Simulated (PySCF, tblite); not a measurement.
**C4H12BP: geometry, infrared bands and NMR shifts**

Wanted: the infrared bands and NMR shifts of C4H12BP (`CB(P)C(C)C`), by calculation.

Computed with tblite 0.8.0 and PySCF 2.14.0, with density-fitted response routines of our own, on a single molecule in the gas phase. Atoms are numbered from 0 throughout.

## 1. Starting geometry

18 atoms, charge 0, multiplicity 1; geometry from: force field or distance geometry start.

Bonds of the start (Å): C0–B1 1.59, B1–P2 1.91, B1–C3 1.57, C3–C4 1.51, C3–C5 1.52, C0–H6 1.09, C0–H7 1.12, C0–H8 1.11, P2–H9 1.43, P2–H10 1.43, C3–H11 1.11, C4–H12 1.12, C4–H13 1.13, C4–H14 1.09, C5–H15 1.12, C5–H16 1.11, C5–H17 1.12.

## 2. Geometry optimisation with GFN2-xTB

What the job is given:

```
{"job": {"kind": "relax", "xc": "GFN2-xTB", "basis": "xTB"}, "charge": 0, "multiplicity": 1}
C      1.124300     1.814600    -0.371800
B      0.800700     0.282700    -0.086800
P      2.295700    -0.858000     0.273400
C     -0.669400    -0.170300    -0.384300
C     -0.947800    -1.626600    -0.118300
C     -1.576100     0.642700     0.532500
H      1.822800     1.844600    -1.214100
H      0.172000     2.365500    -0.595000
H      1.506800     2.273200     0.558800
H      2.398100    -1.322000     1.624000
H      2.604200    -1.807000    -0.746700
H     -0.862300     0.044600    -1.454400
H     -2.038100    -1.781700    -0.339900
H     -0.406200    -2.277000    -0.860100
H     -0.813000    -1.939900     0.920400
H     -2.309900    -0.037900     1.030500
H     -2.131200     1.371200    -0.089200
H     -0.979300     1.187500     1.309300
```

On the command line:

```console
$ OMP_NUM_THREADS=1 python probes_run.py task.json out
```

The driver reads the jobs from task.json and runs them one after another.

**Question.** This job is followed by: GFN2-xTB harmonic vibrations, gas phase; GIAO PBE0/pcSseg-1 NMR shielding, non-relativistic, gas phase. Predict these results of the whole session: strongest single infrared mode (GFN2-xTB); zero-point energy (GFN2-xTB); 13C shifts against TMS (PBE0/pcSseg-1, means over atoms taken as alike); 1H shifts against TMS (PBE0/pcSseg-1, means over atoms taken as alike); 11B shifts against BF3·OEt2 (PBE0/pcSseg-1); 31P shifts against H3PO4 (PBE0/pcSseg-1); surface potential, 1st and 99th percentile.

**Answer**, as computed:

| quantity | value |
| --- | --- |
| strongest single infrared mode (GFN2-xTB) | 2395 cm⁻¹, 167 km/mol |
| zero-point energy (GFN2-xTB) | 94.3 kcal/mol |
| 13C shifts against TMS (PBE0/pcSseg-1, means over atoms taken as alike) | 33.4, 21.2, 18.2 ppm |
| 1H shifts against TMS (PBE0/pcSseg-1, means over atoms taken as alike) | 2.30, 1.71, 1.27, 1.01 ppm |
| 11B shifts against BF3·OEt2 (PBE0/pcSseg-1) | 99.2 ppm |
| 31P shifts against H3PO4 (PBE0/pcSseg-1) | -215.5 ppm |
| surface potential, 1st and 99th percentile | -0.94 V and 0.72 V |

**Reading.** Over 230 steps the energy fell by 1.772 eV; of the close pairs, P2–H9 changed most, 1.432 to 1.382 Å. No mode is imaginary among the 48: a minimum at this level. The strongest single mode, at 2395 cm⁻¹, moves mainly H10 and H9. GFN2-xTB is a fitted tight-binding method: band positions and strengths are rough. Its intensities can rank the bands wrongly. At PBE0/pcSseg-1: Shielding is most anisotropic at B1 (span 192 ppm, paramagnetic term -192 ppm). At PBE0/pcSseg-1, counted by nearest atom on the grid, the HOMO lies on P2 58 %; B1 15 %, the LUMO on B1 54 %; P2 10 %.
